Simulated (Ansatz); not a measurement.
# C₂H₆AlIO: up Jacob's ladder to CCSD(T)

The task here is to estimate one member of a computed series from the others.

Program: Ansatz 0.2.0, Gaussian basis. Level of theory: functionals in def2-TZVPP, the program's frozen cores in correlated methods. These are calculated values, not measurements.

Plan: PBE-D4, r2SCAN-D4, PBE0-D4, B3LYP-D4, ωB97X-V, ωB97M-V, B2PLYP; CCSD(T)/def2-TZVPP; MP2/def2-QZVPP; extrapolation to the limit.

## The geometry

An earlier PBE0-D4 in a triple-zeta def2 set relaxation fixed the geometry. I takes the def2 core potential; no spin-orbit term is included.

11 atoms, charge 0, spin multiplicity 1.

Atoms are counted from 1 here; the program's logs count them from 0.

Bond lengths: C1–Al2 1.962 Å, C1–H6 1.096 Å, C1–H7 1.094 Å, C1–H8 1.095 Å, Al2–C3 2.012 Å, Al2–I5 2.641 Å, Al2–H9 1.584 Å, C3–O4 1.308 Å, C3–H10 1.093 Å, O4–H11 0.969 Å. Angles: Al2–C1–H6 113.9°, Al2–C1–H7 110.3°, Al2–C1–H8 111.6°, H6–C1–H7 105.9°, H6–C1–H8 107.9°, H7–C1–H8 106.7°, C1–Al2–C3 109.2°, C1–Al2–I5 112.1°, C1–Al2–H9 125.1°, C3–Al2–I5 69.5°, C3–Al2–H9 116.0°, I5–Al2–H9 111.7°, Al2–C3–O4 124.9°, Al2–C3–H10 126.1°, O4–C3–H10 108.9°, C3–O4–H11 109.8°.

Set-up of the first run:

The input, in.yaml:

```yaml
crystal:
  periodic: [false, false, false]
  atoms:
    - {symbol: C, position_ang: [-1.625514, -0.141084, 0.291865]}
    - {symbol: Al, position_ang: [0.132948, 0.515086, 0.865002]}
    - {symbol: C, position_ang: [1.556237, -0.313230, -0.290295]}
    - {symbol: O, position_ang: [1.327499, -1.057433, -1.340799]}
    - {symbol: I, position_ang: [1.119924, 2.303755, -0.808981]}
    - {symbol: H, position_ang: [-1.720413, -0.266307, -0.792494]}
    - {symbol: H, position_ang: [-2.408219, 0.566264, 0.582374]}
    - {symbol: H, position_ang: [-1.873666, -1.097360, 0.764803]}
    - {symbol: H, position_ang: [0.545459, 0.823404, 2.362644]}
    - {symbol: H, position_ang: [2.634347, -0.164440, -0.190493]}
    - {symbol: H, position_ang: [0.376699, -1.225655, -1.423026]}
basis:
  gaussian: {orbitals: def2-TZVPP}
hamiltonian: {xc: pbe, dispersion: d4}
output: {forces: true, orbitals: {seedname: orbitals}}
```

Started as:

```bash
ansatz run in.yaml --threads 4 --pin off --events-out ev --progress --plain --max-ram 10444MiB
```

Steps of the session up to this table: PBE-D4 (GGA); r2SCAN-D4 (meta-GGA); PBE0-D4 (hybrid); B3LYP-D4 (hybrid); ωB97X-V (range-separated); ωB97M-V (range-separated); B2PLYP (double hybrid); CCSD(T) in def2-TZVPP; MP2 in def2-QZVPP.

One table of the session follows, with a row left open; its other results are not shown here.

It belongs to the step «Atomisation energies». 

| method | atomisation energy (kJ/mol) |
| --- | --- |
| PBE-D4 | 3795.0 |
| r2SCAN-D4 | 3744.4 |
| PBE0-D4 | ? |
| B3LYP-D4 | 3710.0 |
| ωB97X-V | 3714.8 |
| ωB97M-V | 3718.0 |
| B2PLYP | 3665.1 |
| HF/def2-TZVPP | 2673.3 |
| MP2/def2-TZVPP | 3676.3 |
| CCSD/def2-TZVPP | 3557.3 |
| CCSD(T)/def2-TZVPP | 3621.0 |
| MP2/CBS | 3784.0 |
| CCSD(T)/CBS | 3728.7 |

Estimate the missing values for PBE0-D4.

As computed: atomisation energy (kJ/mol): 3720.7. In the column «atomisation energy (kJ/mol)» it lies between ωB97M-V (3718.0) and CCSD(T)/CBS (3728.7).

To keep in mind: Free atoms (2 C, 1 Al, 1 O, 1 I, 6 H) were run apart at each level; the atomisation energy is their sum less the molecule, without zero-point or spin-orbit terms.
